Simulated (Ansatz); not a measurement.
# Cl₂H₅NO₂Si₂: one species, many methods

One table from this session's results is given with a row withheld; the runs are named, their logs left out.

Method: functionals in def2-TZVPP, the program's frozen cores in correlated methods; program: Ansatz 0.2.0, Gaussian basis.

The runs, in order: PBE-D4, r2SCAN-D4, PBE0-D4, B3LYP-D4, ωB97X-V, ωB97M-V, B2PLYP; CCSD(T)/def2-TZVPP; MP2/def2-QZVPP; extrapolation to the limit.

### The geometry

All runs share one geometry, relaxed beforehand with PBE0-D4 in a triple-zeta def2 set.

SMILES `O[Si](O)(Cl)N[SiH2]Cl`, 12 atoms, charge 0, spin multiplicity 1.

Atoms are counted from 1 here; the program's logs count them from 0.

Bond lengths: O1–Si2 1.622 Å, O1–H8 0.959 Å, Si2–O3 1.630 Å, Si2–Cl4 2.051 Å, Si2–N5 1.706 Å, O3–H9 0.959 Å, N5–Si6 1.715 Å, N5–H10 1.012 Å, Si6–Cl7 2.067 Å, Si6–H11 1.479 Å, Si6–H12 1.474 Å. Angles: Si2–O1–H8 116.8°, O1–Si2–O3 106.3°, O1–Si2–Cl4 113.1°, O1–Si2–N5 107.8°, O3–Si2–Cl4 108.3°, O3–Si2–N5 115.8°, Cl4–Si2–N5 105.8°, Si2–O3–H9 117.6°, Si2–N5–Si6 129.4°, Si2–N5–H10 114.1°, Si6–N5–H10 114.6°, N5–Si6–Cl7 111.2°, N5–Si6–H11 107.6°, N5–Si6–H12 112.1°, Cl7–Si6–H11 107.4°, Cl7–Si6–H12 105.9°, H11–Si6–H12 112.5°.

As a file:

```
O    -0.42774    0.24687   -2.46990
Si   -0.28442   -0.42132   -0.99909
O     0.62734   -1.75841   -1.19176
Cl   -2.08420   -0.97927   -0.19018
N     0.34828    0.76421    0.05145
Si    0.09141    0.97776    1.73375
Cl    0.69256   -0.68756    2.80074
H    -0.45921   -0.35352   -3.21707
H     0.74414   -2.33045   -0.43081
H     1.15210    1.25649   -0.31745
H     0.93326    2.11183    2.17322
H    -1.33353    1.17336    2.05711
```

The first run:

in.yaml

```yaml
crystal:
  periodic: [false, false, false]
  atoms:
    - {symbol: O, position_ang: [-0.427739, 0.246871, -2.469897]}
    - {symbol: Si, position_ang: [-0.284416, -0.421318, -0.999087]}
    - {symbol: O, position_ang: [0.627337, -1.758412, -1.191757]}
    - {symbol: Cl, position_ang: [-2.084203, -0.979265, -0.190179]}
    - {symbol: N, position_ang: [0.348284, 0.764208, 0.051446]}
    - {symbol: Si, position_ang: [0.091415, 0.977755, 1.733751]}
    - {symbol: Cl, position_ang: [0.692561, -0.687565, 2.800743]}
    - {symbol: H, position_ang: [-0.459211, -0.353518, -3.217071]}
    - {symbol: H, position_ang: [0.744140, -2.330445, -0.430810]}
    - {symbol: H, position_ang: [1.152095, 1.256489, -0.317453]}
    - {symbol: H, position_ang: [0.933263, 2.111832, 2.173217]}
    - {symbol: H, position_ang: [-1.333526, 1.173358, 2.057107]}
basis:
  gaussian: {orbitals: def2-TZVPP}
hamiltonian: {xc: pbe, dispersion: d4}
output: {forces: true, orbitals: {seedname: orbitals}}
```

Launch:

```sh
> ansatz run in.yaml --threads 2 --pin off --events-out ev --progress --plain --max-ram 22528MiB --backend cuda --devices 0, --max-vram 18GiB
```

Steps of the session up to this table: PBE-D4 (GGA); r2SCAN-D4 (meta-GGA); PBE0-D4 (hybrid); B3LYP-D4 (hybrid); ωB97X-V (range-separated); ωB97M-V (range-separated); B2PLYP (double hybrid); CCSD(T) in def2-TZVPP; MP2 in def2-QZVPP.

One table of the session follows, with a row left open; its other results are not shown here.

| method | atomisation energy (kJ/mol) |
| --- | --- |
| PBE-D4 | 4514.2 |
| r2SCAN-D4 | 4478.7 |
| PBE0-D4 | 4433.1 |
| B3LYP-D4 | 4442.0 |
| ωB97X-V | 4498.7 |
| ωB97M-V | 4503.2 |
| B2PLYP | ? |
| HF/def2-TZVPP | 3178.7 |
| MP2/def2-TZVPP | 4467.6 |
| CCSD/def2-TZVPP | 4261.7 |
| CCSD(T)/def2-TZVPP | 4336.9 |
| MP2/CBS | 4628.2 |
| CCSD(T)/CBS | 4497.6 |

Estimate the missing values for B2PLYP.

The run gave: atomisation energy (kJ/mol): 4401.7. In the column «atomisation energy (kJ/mol)» it lies between CCSD(T)/def2-TZVPP (4336.9) and PBE0-D4 (4433.1).
